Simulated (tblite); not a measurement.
# C4H7BCl2S: the cost of one run

Computed with tblite 0.8.0 and PySCF 2.14.0, with density-fitted response routines of our own, on a single molecule in the gas phase. Atoms are numbered from 0 throughout.

## Step 1: The starting structure

15 atoms, charge 0, multiplicity 1; geometry from: force field or distance geometry start.

Bonds of the start (Å): C0–S1 1.80, S1–C2 1.81, C2–C3 1.50, C3–C4 1.54, C4–B5 1.58, B5–Cl6 1.85, B5–Cl7 1.87, C4–C2 1.48, C0–H8 1.11, C0–H9 1.11, C0–H10 1.11, C2–H11 1.13, C3–H12 1.10, C3–H13 1.11, C4–H14 1.10.

## Step 2: Optimising the geometry with GFN2-xTB

Job settings and geometry (Å):

```
{"job": {"kind": "relax", "xc": "GFN2-xTB", "basis": "xTB"}, "charge": 0, "multiplicity": 1}
C     -2.616100    -0.862300    -0.371600
S     -1.141600    -0.312300    -1.251900
C     -0.167300     0.672900    -0.083300
C      0.967400     1.524900    -0.575500
C      1.202300     0.294400     0.326100
B      2.031800    -0.807400    -0.439600
Cl     1.550900    -2.593800    -0.446800
Cl     3.877100    -0.506300    -0.432600
H     -2.687000    -1.967900    -0.426300
H     -2.615000    -0.515300     0.684600
H     -3.530200    -0.427600    -0.838000
H     -0.821800     1.194400     0.668700
H      1.224000     2.470100    -0.074500
H      1.231800     1.381500    -1.643900
H      1.489200     0.462400     1.376800
```

Run with:

```bash
> OMP_NUM_THREADS=1 python probes_run.py task.json out
```

This one command runs all jobs of the session in turn.

**Question.** How long does this first job take on 1 thread of Arm Neoverse N1, shared host, and how much memory does it need?

About 2.6 s, with a peak of 0.18 GiB.
